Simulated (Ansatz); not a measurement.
**CH₂SSe: ionisation energy by level of theory**

How much energy removes an electron from CH₂SSe at fixed geometry? The cation is run at each level and the neutral's energy taken from earlier runs.

Method: unrestricted cation, the program's frozen cores in correlated methods; program: Ansatz 0.2.0, Gaussian basis.

Levels to be run: UKS PBE-D4/def2-TZVPP; UKS r2SCAN-D4/def2-TZVPP; UKS PBE0-D4/def2-TZVPP; UKS B3LYP-D4/def2-TZVPP; UKS wB97X-V/def2-TZVPP; UKS wB97M-V/def2-TZVPP; UKS B2PLYP/def2-TZVPP; UHF-CCSD(T)/def2-TZVPP; UHF-MP2/def2-QZVPP; extrapolation to the limit; then −ε(HOMO) from the neutral's earlier runs with LDA (SPW92), PBE-D4, revPBE-D4, BLYP-D4, r2SCAN-D4, B97M-V, PBE0-D4, B3LYP-D4, r2SCANh-D4, r2SCAN0-D4, HSE06-D4, BHLYP-D4, CAM-B3LYP-D4, LC-ωPBE, ωB97X-V, ωB97M-V.

**1. The relaxed structure**

All runs share one geometry, relaxed beforehand with PBE0-D4 in a triple-zeta def2 set.

SMILES `SC=[Se]`, 5 atoms, charge 0, spin multiplicity 1.

Atoms are counted from 1 here; the program's logs count them from 0.

Bond lengths: S1–C2 1.707 Å, S1–H4 1.347 Å, C2–Se3 1.762 Å, C2–H5 1.090 Å. Angles: C2–S1–H4 96.6°, S1–C2–Se3 129.3°, S1–C2–H5 110.4°, Se3–C2–H5 120.3°.

Coordinates:

```xyz
5
charge 0, multiplicity 1
S    -1.2511    0.4190   -0.0756
C     0.2082   -0.3587    0.3485
Se    1.7966   -0.2380   -0.4037
H    -0.7609    1.1073   -1.1249
H     0.0571   -1.0030    1.2143
```

**2. Cation, UKS PBE-D4/def2-TZVPP**

in.yaml

```yaml
crystal:
  periodic: [false, false, false]
  atoms:
    - {symbol: S, position_ang: [-1.251146, 0.418959, -0.075616]}
    - {symbol: C, position_ang: [0.208241, -0.358719, 0.348502]}
    - {symbol: Se, position_ang: [1.796602, -0.238041, -0.403670]}
    - {symbol: H, position_ang: [-0.760894, 1.107316, -1.124926]}
    - {symbol: H, position_ang: [0.057098, -1.003015, 1.214311]}
basis:
  gaussian: {orbitals: def2-TZVPP}
total_charge: 1
magnetization: {spin_polarized: true, initial_magnetization: 1}
hamiltonian: {xc: pbe, dispersion: d4}
```

Started as:

```bash
> ansatz run in.yaml --threads 2 --pin off --events-out ev --progress --plain --max-ram 4352MiB
```

After this run come: Cation, UKS r2SCAN-D4/def2-TZVPP; Cation, UKS PBE0-D4/def2-TZVPP; Cation, UKS B3LYP-D4/def2-TZVPP; Cation, UKS wB97X-V/def2-TZVPP; Cation, UKS wB97M-V/def2-TZVPP; Cation, UKS B2PLYP (frozen core)/def2-TZVPP; Cation, UHF-CCSD(T)/def2-TZVPP; Cation, UHF-MP2/def2-QZVPP.

Before running them: what should the planned runs give, taken together? Wanted: ionisation energy, CCSD(T)/CBS; nearest functional by difference; nearest −ε(HOMO); −ε(HOMO) of PBE; T1 of the cation.

**Answer**, as computed:

```
                        quantity                value
  ionisation energy, CCSD(T)/CBS              8.77 eV
nearest functional by difference  B3LYP-D4 (-0.19 eV)
                nearest −ε(HOMO)   ωB97X-V (-0.08 eV)
                 −ε(HOMO) of PBE              5.26 eV
                T1 of the cation                0.020
```

By cation minus neutral, the functionals miss by 0.28 eV at most. −ε(HOMO) of PBE misses by 3.5 eV, since self-interaction lifts the level. Among orbital estimates ωB97X-V comes nearest. Hartree-Fock falls 1.32 eV short, as the neutral has more correlation energy than the cation. The cation may have settled in a state other than its lowest; no search over hole states beyond the program's own was made. Correlated methods include outer-core shells of Se, which these sets cover unevenly. With outer-core shells in play the reference is unsure by up to some tenths of an eV, so close misses can't be ranked.
